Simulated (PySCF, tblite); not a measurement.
# C₆H₈OSi: a rotation path, then NMR shifts on frames, part 2 of 2

tblite 0.8.0 and PySCF 2.14.0. Atoms count from 0. The steps go on from the part before.

### Step 5. Shielding tensors: image 4, PBE0/pcSseg-1

The job: settings as JSON, then the geometry in Å.

```
{"job": {"kind": "nmr", "xc": "PBE0", "basis": "pcSseg-1", "pop": false}, "charge": 0, "multiplicity": 1}
Si     2.919300    -0.380100     0.175700
O      1.556200    -0.258400    -0.691900
C      0.253100    -0.061300    -0.381400
C     -0.565500    -1.142400    -0.078800
C     -1.906900    -0.938800     0.192100
C     -2.435400     0.341100     0.178600
C     -1.617700     1.417900    -0.119900
C     -0.278900     1.221600    -0.406300
H      3.214300     0.889600     0.841700
H      3.846300    -0.707500    -0.894500
H      2.817500    -1.424000     1.197800
H     -0.137900    -2.133400    -0.066000
H     -2.540000    -1.785800     0.413900
H     -3.479500     0.501700     0.403700
H     -2.022100     2.419300    -0.125800
H      0.369600     2.049500    -0.650300
```

Method: GIAO PBE0/pcSseg-1 NMR shielding, non-relativistic, gas phase.

Output:

```text
coarse grid: 14192 points
cycle   1  E = -597.5151638136  dE =  1.381e+00  |g| = 6.509e-01  |ddm| = 3.910e+00
cycle   2  E = -597.4454077765  dE =  6.976e-02  |g| = 9.088e-01  |ddm| = 1.294e+00
cycle   3  E = -597.5953126584  dE = -1.499e-01  |g| = 1.106e-01  |ddm| = 7.869e-01
cycle   4  E = -597.5975444142  dE = -2.232e-03  |g| = 3.762e-02  |ddm| = 1.171e-01
cycle   5  E = -597.5978503692  dE = -3.060e-04  |g| = 1.293e-02  |ddm| = 4.294e-02
cycle   6  E = -597.5978908285  dE = -4.046e-05  |g| = 4.021e-03  |ddm| = 1.617e-02
cycle   7  E = -597.5978949549  dE = -4.126e-06  |g| = 8.615e-04  |ddm| = 4.443e-03
final grid: 133360 points
cycle   8  E = -597.6547696553  dE = -2.263e-05  |g| = 9.788e-03  |ddm| = 3.848e-02
cycle   9  E = -597.6547493717  dE =  2.028e-05  |g| = 1.441e-02  |ddm| = 1.895e-02
cycle  10  E = -597.6547888273  dE = -3.946e-05  |g| = 1.387e-03  |ddm| = 1.161e-02
cycle  11  E = -597.6547892532  dE = -4.259e-07  |g| = 2.568e-04  |ddm| = 1.554e-03
cycle  12  E = -597.6547892647  dE = -1.145e-08  |g| = 1.256e-04  |ddm| = 3.373e-04
cycle  13  E = -597.6547892688  dE = -4.182e-09  |g| = 2.886e-05  |ddm| = 1.416e-04
cycle  14  E = -597.6547892691  dE = -2.170e-10  |g| = 6.115e-06  |ddm| = 3.620e-05
converged SCF energy = -597.6547892691

GIAO shielding tensors (ppm)
atom      isotropic    diamagn.    paramagn.     s11        s22        s33       span
  0 Si     385.531     880.604    -495.073    343.683    349.369    463.542    119.859
  1 O      249.319     400.763    -151.443    202.076    233.549    312.334    110.258
  2 C       24.185     253.552    -229.367    -73.674     30.042    116.187    189.860
  3 C       61.715     252.860    -191.145    -29.752     49.861    165.037    194.790
  4 C       51.645     253.852    -202.207    -58.365     37.479    175.822    234.187
  5 C       59.275     253.840    -194.565    -48.226     45.841    180.209    228.435
  6 C       51.673     253.869    -202.196    -58.399     37.536    175.883    234.282
  7 C       61.450     252.655    -191.205    -30.474     49.834    164.990    195.463
  8 H       26.623      29.623      -3.000     22.773     25.589     31.506      8.733
  9 H       26.568      29.132      -2.564     23.515     24.487     31.701      8.186
 10 H       26.622      29.691      -3.069     22.875     25.677     31.313      8.438
 11 H       24.491      32.289      -7.798     20.851     23.992     28.630      7.779
 12 H       24.093      30.159      -6.066     20.777     24.539     26.963      6.186
 13 H       24.406      29.706      -5.300     21.210     25.212     26.796      5.586
 14 H       24.108      30.124      -6.016     20.786     24.564     26.975      6.189
 15 H       24.449      32.141      -7.693     20.820     23.966     28.560      7.740
```

Run time: 42 s. Hardware: 1 thread of Arm Neoverse N1, shared host; peak memory 0.86 GiB.

In short: δ C2 162.7, C4 135.3, C6 135.3, C5 127.7, H12 7.62, H14 7.61 ppm.

### Step 6. Shielding tensors: image 6, PBE0/pcSseg-1

The job: settings as JSON, then the geometry in Å.

```
{"job": {"kind": "nmr", "xc": "PBE0", "basis": "pcSseg-1", "pop": false}, "charge": 0, "multiplicity": 1}
Si     2.874400    -0.588900     0.157500
O      1.619700     0.106300    -0.604500
C      0.293600     0.155800    -0.344300
C     -0.397800    -0.946500     0.142000
C     -1.756500    -0.862700     0.385300
C     -2.434600     0.323000     0.160200
C     -1.746900     1.421400    -0.327800
C     -0.391700     1.340700    -0.591000
H      3.082500     0.082200     1.440200
H      3.916100    -0.346000    -0.824400
H      2.682000    -2.016900     0.422500
H      0.140000    -1.864200     0.322300
H     -2.282700    -1.730000     0.757100
H     -3.492000     0.393800     0.367400
H     -2.266900     2.352700    -0.496500
H      0.153300     2.188400    -0.977400
```

Method: GIAO PBE0/pcSseg-1 NMR shielding, non-relativistic, gas phase.

Output:

```text
coarse grid: 14192 points
cycle   1  E = -597.5161748745  dE =  1.385e+00  |g| = 6.468e-01  |ddm| = 3.916e+00
cycle   2  E = -597.4474306240  dE =  6.874e-02  |g| = 9.023e-01  |ddm| = 1.315e+00
cycle   3  E = -597.5955318044  dE = -1.481e-01  |g| = 1.120e-01  |ddm| = 8.013e-01
cycle   4  E = -597.5978402198  dE = -2.308e-03  |g| = 3.772e-02  |ddm| = 1.193e-01
cycle   5  E = -597.5981478995  dE = -3.077e-04  |g| = 1.308e-02  |ddm| = 4.341e-02
cycle   6  E = -597.5981896720  dE = -4.177e-05  |g| = 4.018e-03  |ddm| = 1.631e-02
cycle   7  E = -597.5981938155  dE = -4.144e-06  |g| = 8.628e-04  |ddm| = 4.423e-03
final grid: 133360 points
cycle   8  E = -597.6554947600  dE = -2.714e-05  |g| = 9.601e-03  |ddm| = 4.537e-02
cycle   9  E = -597.6554746599  dE =  2.010e-05  |g| = 1.422e-02  |ddm| = 1.899e-02
cycle  10  E = -597.6555133612  dE = -3.870e-05  |g| = 1.416e-03  |ddm| = 1.157e-02
cycle  11  E = -597.6555138032  dE = -4.420e-07  |g| = 2.661e-04  |ddm| = 1.615e-03
cycle  12  E = -597.6555138154  dE = -1.219e-08  |g| = 1.357e-04  |ddm| = 3.572e-04
cycle  13  E = -597.6555138203  dE = -4.886e-09  |g| = 3.111e-05  |ddm| = 1.540e-04
cycle  14  E = -597.6555138205  dE = -2.560e-10  |g| = 5.445e-06  |ddm| = 3.902e-05
converged SCF energy = -597.6555138205

GIAO shielding tensors (ppm)
atom      isotropic    diamagn.    paramagn.     s11        s22        s33       span
  0 Si     392.898     880.142    -487.244    349.879    364.056    464.760    114.882
  1 O      250.400     399.430    -149.029    176.998    259.569    314.634    137.636
  2 C       24.625     253.443    -228.818    -72.078     28.950    117.002    189.080
  3 C       66.611     255.872    -189.262    -25.318     52.341    172.808    198.126
  4 C       52.458     253.410    -200.952    -57.532     38.571    176.336    233.868
  5 C       60.273     253.872    -193.599    -46.274     47.017    180.075    226.349
  6 C       51.153     253.704    -202.551    -59.238     37.102    175.596    234.834
  7 C       61.111     252.442    -191.331    -29.390     48.967    163.756    193.147
  8 H       26.747      29.451      -2.705     23.445     25.048     31.747      8.303
  9 H       26.680      28.988      -2.308     22.975     25.175     31.891      8.916
 10 H       26.271      29.528      -3.258     22.371     25.620     30.821      8.450
 11 H       24.514      33.465      -8.951     20.184     24.183     29.175      8.991
 12 H       24.148      30.541      -6.393     20.806     24.569     27.070      6.264
 13 H       24.480      29.742      -5.262     21.285     25.340     26.814      5.529
 14 H       24.124      29.843      -5.718     20.836     24.623     26.913      6.076
 15 H       24.455      31.617      -7.162     20.825     24.165     28.376      7.551
```

Wall time 40 s (1 thread of Arm Neoverse N1, shared host); peak memory 0.83 GiB.

In short: δ C2 162.3, C6 135.8, C4 134.5, C5 126.7, H14 7.59, H12 7.57 ppm.

### Step 7. Shielding tensors: image 8, PBE0/pcSseg-1

The job: settings as JSON, then the geometry in Å.

```
{"job": {"kind": "nmr", "xc": "PBE0", "basis": "pcSseg-1", "pop": false}, "charge": 0, "multiplicity": 1}
Si     2.870100    -0.699300     0.053700
O      1.655500     0.306700    -0.338000
C      0.317000     0.274700    -0.176600
C     -0.334400    -0.776800     0.455900
C     -1.710500    -0.756700     0.592800
C     -2.448500     0.307000     0.103100
C     -1.800800     1.356100    -0.527800
C     -0.426300     1.344800    -0.668100
H      2.939800    -0.901500     1.502800
H      3.984500     0.071200    -0.472200
H      2.704500    -2.000000    -0.599500
H      0.248600    -1.602900     0.834700
H     -2.207300    -1.579200     1.086000
H     -3.522400     0.318800     0.211700
H     -2.368600     2.189800    -0.913400
H      0.091200     2.156100    -1.156400
```

Level: GIAO PBE0/pcSseg-1 NMR shielding, non-relativistic, gas phase.

Output:

```text
coarse grid: 14192 points
cycle   1  E = -597.5179685347  dE =  1.389e+00  |g| = 6.455e-01  |ddm| = 3.919e+00
cycle   2  E = -597.4490828462  dE =  6.889e-02  |g| = 9.012e-01  |ddm| = 1.393e+00
cycle   3  E = -597.5971544325  dE = -1.481e-01  |g| = 1.123e-01  |ddm| = 8.646e-01
cycle   4  E = -597.5994833261  dE = -2.329e-03  |g| = 3.802e-02  |ddm| = 1.208e-01
cycle   5  E = -597.5997974771  dE = -3.142e-04  |g| = 1.317e-02  |ddm| = 4.452e-02
cycle   6  E = -597.5998401537  dE = -4.268e-05  |g| = 3.994e-03  |ddm| = 1.623e-02
cycle   7  E = -597.5998442543  dE = -4.101e-06  |g| = 8.519e-04  |ddm| = 4.313e-03
final grid: 133360 points
cycle   8  E = -597.6566591545  dE = -2.234e-05  |g| = 9.354e-03  |ddm| = 3.720e-02
cycle   9  E = -597.6566395760  dE =  1.958e-05  |g| = 1.394e-02  |ddm| = 1.851e-02
cycle  10  E = -597.6566765667  dE = -3.699e-05  |g| = 1.365e-03  |ddm| = 1.160e-02
cycle  11  E = -597.6566769817  dE = -4.149e-07  |g| = 2.589e-04  |ddm| = 1.593e-03
cycle  12  E = -597.6566769936  dE = -1.189e-08  |g| = 1.272e-04  |ddm| = 3.254e-04
cycle  13  E = -597.6566769979  dE = -4.351e-09  |g| = 2.644e-05  |ddm| = 1.418e-04
cycle  14  E = -597.6566769981  dE = -1.835e-10  |g| = 5.471e-06  |ddm| = 3.231e-05
converged SCF energy = -597.6566769981

GIAO shielding tensors (ppm)
atom      isotropic    diamagn.    paramagn.     s11        s22        s33       span
  0 Si     393.681     879.872    -486.192    354.666    360.820    465.556    110.889
  1 O      243.563     398.263    -154.701    162.380    255.128    313.180    150.801
  2 C       24.588     251.994    -227.406    -70.551     26.420    117.895    188.446
  3 C       68.333     258.477    -190.144    -20.973     57.467    168.506    189.478
  4 C       52.435     253.112    -200.677    -57.233     38.480    176.058    233.290
  5 C       60.627     253.873    -193.246    -46.783     48.474    180.190    226.973
  6 C       51.218     253.641    -202.423    -59.593     37.578    175.668    235.262
  7 C       61.246     252.908    -191.662    -29.090     49.060    163.768    192.857
  8 H       26.522      29.392      -2.870     23.551     24.726     31.289      7.739
  9 H       26.658      28.820      -2.162     22.501     25.575     31.899      9.397
 10 H       26.529      29.395      -2.866     23.578     24.714     31.295      7.717
 11 H       24.884      34.033      -9.149     20.885     24.584     29.183      8.298
 12 H       24.146      30.598      -6.451     20.738     24.543     27.158      6.420
 13 H       24.471      29.735      -5.264     21.233     25.313     26.865      5.632
 14 H       24.098      29.816      -5.718     20.760     24.627     26.907      6.147
 15 H       24.419      31.729      -7.310     20.592     24.244     28.421      7.830
```

It took 41 s on 1 thread of Arm Neoverse N1, shared host; peak memory 0.83 GiB.

This run: δ C2 162.3, C6 135.7, C4 134.5, C5 126.3, H14 7.62, H12 7.57 ppm.

### Step 8. Comparing the runs: NMR shifts

Shifts (ppm) of some atoms, chosen among heavy atoms and hydrogens apart, with basis size and wall time:

| frame | C5 | C3 | C7 | H11 | H15 | Si0 | O1 | functions | time |
| --- | --- | --- | --- | --- | --- | --- | --- | --- | --- |
| image 0 | 126.3 | 125.6 | 118.6 | 7.30 | 6.83 | -44.5 | 92.6 | 183 | 51 s |
| image 2 | 126.9 | 126.4 | 120.7 | 7.25 | 7.18 | -43.2 | 85.4 | 183 | 43 s |
| image 4 | 127.7 | 125.2 | 125.5 | 7.23 | 7.27 | -36.4 | 86.8 | 183 | 42 s |
| image 6 | 126.7 | 120.3 | 125.8 | 7.20 | 7.26 | -43.7 | 85.7 | 183 | 40 s |
| image 8 | 126.3 | 118.6 | 125.7 | 6.83 | 7.30 | -44.5 | 92.5 | 183 | 41 s |

### Step 9. What came out

This closing draws on all 2 parts.

| quantity | value |
| --- | --- |
| barrier | 0.061 eV (1.4 kcal/mol) at image 4 |
| end to end (GFN2-xTB) | 0.000 eV |
| ¹³C shifts against TMS (PBE0/pcSseg-1, image 0) | 162.3, 135.7, 134.5, 126.3, 125.6, 118.6 ppm |
| ¹H shifts against TMS (PBE0/pcSseg-1, image 0) | 7.62, 7.57, 7.30, 7.24, 6.83, 5.19, 5.19, 5.06 ppm |
| ²⁹Si shifts against TMS (PBE0/pcSseg-1, image 0) | -44.5 ppm |
| ¹⁷O shifts against H2O (PBE0/pcSseg-1, image 0) | 92.6 ppm |
| surface potential, 1st and 99th percentile | -0.85 V and 1.41 V |
| range of the shift of Si0 | -44.5 to -36.4 ppm |

What this shows: Along the band the dihedral turns by 180°, and the top (dihedral -87°) lies 1.4 kcal/mol above the start (GFN2-xTB, rough), so at room temperature this motion is fast. The top was not checked by a frequency run. Shifts at one fixed geometry are not the observed spectrum, which averages over the motion. NICS(1)zz of -28 ppm above the planar ring from C2 marks a diatropic (aromatic) ring current. In ppm, Si0 moves most: its shift spreads over 8.2 ppm, from -44.5 (image 0) to -36.4 (image 4).
